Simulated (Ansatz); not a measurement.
# C2H3Cl3OSi: one species, many methods

How much do the methods differ for C2H3Cl3OSi? The plan is to run it at one geometry with functionals of several rungs and with coupled cluster. The yardstick is the atomisation energy at the CCSD(T) limit.

Program: Ansatz 0.2.0, Gaussian basis. Level of theory: functionals in def2-TZVPP, the program's frozen cores in correlated methods. These are calculated values, not measurements.

Levels to be run: PBE-D4, r2SCAN-D4, PBE0-D4, B3LYP-D4, ωB97X-V, ωB97M-V, B2PLYP; CCSD(T)/def2-TZVPP; MP2/def2-QZVPP; extrapolation to the limit.

**1. The geometry**

The geometry comes from an earlier relaxation with PBE0-D4 in a triple-zeta def2 set; it is a stationary point, not always the lowest conformer.

SMILES `C=CO[Si](Cl)(Cl)Cl`, 10 atoms, charge 0, spin multiplicity 1.

Atoms are counted from 1 here; the program's logs count them from 0.

Bond lengths: C1–C2 1.322 Å, C1–H8 1.083 Å, C1–H9 1.081 Å, C2–O3 1.362 Å, C2–H10 1.084 Å, O3–Si4 1.620 Å, Si4–Cl5 2.026 Å, Si4–Cl6 2.017 Å, Si4–Cl7 2.026 Å. Angles: C2–C1–H8 123.2°, C2–C1–H9 118.9°, H8–C1–H9 118.0°, C1–C2–O3 126.5°, C1–C2–H10 122.7°, O3–C2–H10 110.8°, C2–O3–Si4 132.0°, O3–Si4–Cl5 111.2°, O3–Si4–Cl6 106.0°, O3–Si4–Cl7 111.1°, Cl5–Si4–Cl6 109.8°, Cl5–Si4–Cl7 108.9°, Cl6–Si4–Cl7 109.9°.

**2. PBE-D4 (GGA)**

in.yaml reads:

```yaml
crystal:
  periodic: [false, false, false]
  atoms:
    - {symbol: C, position_ang: [-0.299159, 0.476624, -1.609096]}
    - {symbol: C, position_ang: [-0.891145, -0.428186, -0.847916]}
    - {symbol: O, position_ang: [-0.578318, -0.732881, 0.442498]}
    - {symbol: Si, position_ang: [0.556713, -0.160253, 1.447011]}
    - {symbol: Cl, position_ang: [0.309929, 1.823853, 1.774054]}
    - {symbol: Cl, position_ang: [0.328755, -1.172335, 3.176462]}
    - {symbol: Cl, position_ang: [2.414933, -0.476080, 0.704447]}
    - {symbol: H, position_ang: [0.525768, 1.089462, -1.268015]}
    - {symbol: H, position_ang: [-0.650571, 0.616951, -2.621852]}
    - {symbol: H, position_ang: [-1.716915, -1.037155, -1.197595]}
basis:
  gaussian: {orbitals: def2-TZVPP}
hamiltonian: {xc: pbe, dispersion: d4}
output: {forces: true, orbitals: {seedname: orbitals}}
```

Run with:

```bash
$ ansatz run in.yaml --threads 2 --pin off --events-out ev --progress --plain --max-ram 32768MiB --backend cuda --devices 0, --max-vram 18GiB
```

The runs that follow: r2SCAN-D4 (meta-GGA); PBE0-D4 (hybrid); B3LYP-D4 (hybrid); ωB97X-V (range-separated); ωB97M-V (range-separated); B2PLYP (double hybrid); CCSD(T) in def2-TZVPP; MP2 in def2-QZVPP.

Q: Predict the results of all the runs planned. Wanted: atomisation energy, CCSD(T)/CBS; farthest; mean size of error, hybrid; mean size of error, range-separated; gap, smallest and largest; T1 diagnostic; triples share of the correlation energy.

As calculated:

| quantity | value |
| --- | --- |
| atomisation energy, CCSD(T)/CBS | 3971.1 kJ/mol |
| functionals within 19.9 kJ/mol (0.5 %) | PBE0-D4, ωB97X-V |
| farthest | PBE-D4 (+99.0 kJ/mol) |
| mean size of error, hybrid | 27.3 kJ/mol |
| mean size of error, range-separated | 15.0 kJ/mol |
| gap, smallest and largest | 5.34 eV (PBE-D4), 12.18 eV (ωB97X-V) |
| T1 diagnostic | 0.0108 |
| triples share of the correlation energy | 4.3 % |

PBE-D4 is off by +99.0 kJ/mol. Double hybrids carry the basis error of their MP2 part in triple zeta, and no dispersion term here, so their miss is partly the set-up's. Misses under about 19.9 kJ/mol are within the doubt on the reference itself, which lacks core-valence correlation, relativity and higher excitations. Hartree-Fock recovers 73 % of the binding; the rest is correlation. Orbital gaps span 5.3 to 12.2 eV; exact exchange widens them.
